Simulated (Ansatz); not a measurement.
What does this script print? It uses the Python package of Ansatz (0.2.0).

`disp_c2h6bfo.py`:
```python
"""Dispersion corrections for C2H6BFO."""

import warnings

import ansatz as az

warnings.simplefilter("ignore", az.DeckWarning)

geometry = (
    az.Crystal.molecule()
    .atom("C", [-1.3078, 0.7943, 0.6455])
    .atom("O", [0.0353, 0.9975, 0.7277])
    .atom("B", [0.6346, 0.3396, -0.4411])
    .atom("C", [1.2172, -1.1629, -0.3272])
    .atom("F", [0.9017, 1.0743, -1.6621])
    .atom("H", [-1.8263, 1.3573, 1.5028])
    .atom("H", [-1.738, 1.3252, -0.28])
    .atom("H", [-1.6116, -0.2182, 0.6708])
    .atom("H", [0.9096, -1.5591, 0.725])
    .atom("H", [2.2404, -1.2274, -0.4688])
    .atom("H", [0.6102, -1.7776, -1.072])
)

setup = (
    geometry.calculation()
    .basis(gaussian="def2-SVP")
    .accuracy("high")
)
for name in ["b3lyp", "revpbe"]:
    for correction in ("d3bj", "d4"):
        data = setup.functional(name, dispersion=correction).run().report
        print(f"{name:8s} {correction:5s} total {data['free_energy_ev']:.5f} eV, of which dispersion {1000 * data['dispersion']['energy']['ev']:.2f} meV")
```

`python disp_c2h6bfo.py` gives:
```text
b3lyp    d3bj  total -7608.55939 eV, of which dispersion -282.85 meV
b3lyp    d4    total -7608.53768 eV, of which dispersion -261.14 meV
revpbe   d3bj  total -7606.06192 eV, of which dispersion -436.19 meV
revpbe   d4    total -7606.19350 eV, of which dispersion -567.78 meV
```

These settings explore the input space; basis and method may be short of convergence. The geometry is a force-field or estimated start, not a minimum of this method, and the basis set is short of its limit. D4 holds the three-body term, and d3bj doesn't. b3lyp holds the VWN-RPA fit, as in Gaussian; the form of ORCA and Turbomole is b3lyp5. Timing: 34 s on 1 thread of Arm Neoverse V1 (shared host), peak memory 0.42 GiB.

(Lines on the test bed's own set-up are left out of the output.)
